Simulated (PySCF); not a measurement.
# H2S2Tb (Tb(SH)2+): the cost of one run

Program: PySCF 2.14.0. Level of theory: several levels, as the steps say, no spin–orbit coupling. These are calculated values, not measurements.

1 further run of the same task is left out (for a known fault of the program).

**1. Starting geometry**

5 atoms, charge 1, spin multiplicity 1.

Bond lengths: Tb1–S2 2.487 Å, Tb1–S4 2.487 Å, S2–H3 1.360 Å, S4–H5 1.360 Å. Angles: S2–Tb1–S4 98.6°, Tb1–S2–H3 95.5°, Tb1–S4–H5 95.5°.

Coordinates:

| atom | x (Å) | y (Å) | z (Å) |
| --- | --- | --- | --- |
| Tb1 | 0.0000 | 0.0000 | -0.7556 |
| S2 | 1.8831 | -0.0821 | 0.8662 |
| H3 | 2.8568 | -0.2309 | -0.0711 |
| S4 | -1.8831 | 0.0821 | 0.8662 |
| H5 | -2.8568 | 0.2309 | -0.0711 |

Formal oxidation states: Tb +3. Each metal's 8 4f electrons lie in its core potential, so multiplicities, spins and levels count the valence alone. An earlier session relaxed this geometry at PBE0, Tb lcecp-1-SVP with ECP54, S def2-SVP, H def2-SVP (singlet, point group C2).

At PBE0 on the finer grid: E = -833.374348 Eh, HOMO -12.14 eV, LUMO -7.47 eV, Mulliken charge on Tb1 +1.09 e, largest force component 0.021 eV/Å. 

Levels to run: PBE; TPSSh; PBE0, TZVP. Hardware: 2 threads of Arm Neoverse V1, shared host.

**2. PBE**

Contents of run.py (the lines that set the calculation):

```python
mol = gto.M(atom='''
Tb     0.00000     0.00000    -0.75564
S      1.88311    -0.08206     0.86618
H      2.85680    -0.23090    -0.07114
S     -1.88311     0.08206     0.86618
H     -2.85680     0.23090    -0.07114''',
    basis={'Tb': 'lcecp-1-SVP', 'S': 'def2-SVP', 'H': 'def2-SVP'},
    ecp={'Tb': 'lcecp-1-SVP'},
    charge=1, spin=0)
mf = dft.RKS(mol, xc='PBE')
mf.grids.atom_grid = (75, 302)  # f atoms: unpruned, at least (60, 302)
mf = mf.density_fit()  # fitting sets: Tb AutoAux, S def2-universal-JKFIT, H def2-universal-JKFIT
mf.conv_tol = 1e-08; mf.max_cycle = 55
mf.kernel(dm0)  # dm0: the density of the relaxed state
```

Command:

```sh
> OMP_NUM_THREADS=2 python run.py
```

**Question.** How long does this run take on 2 threads of Arm Neoverse V1, shared host?

About 3.4 s.
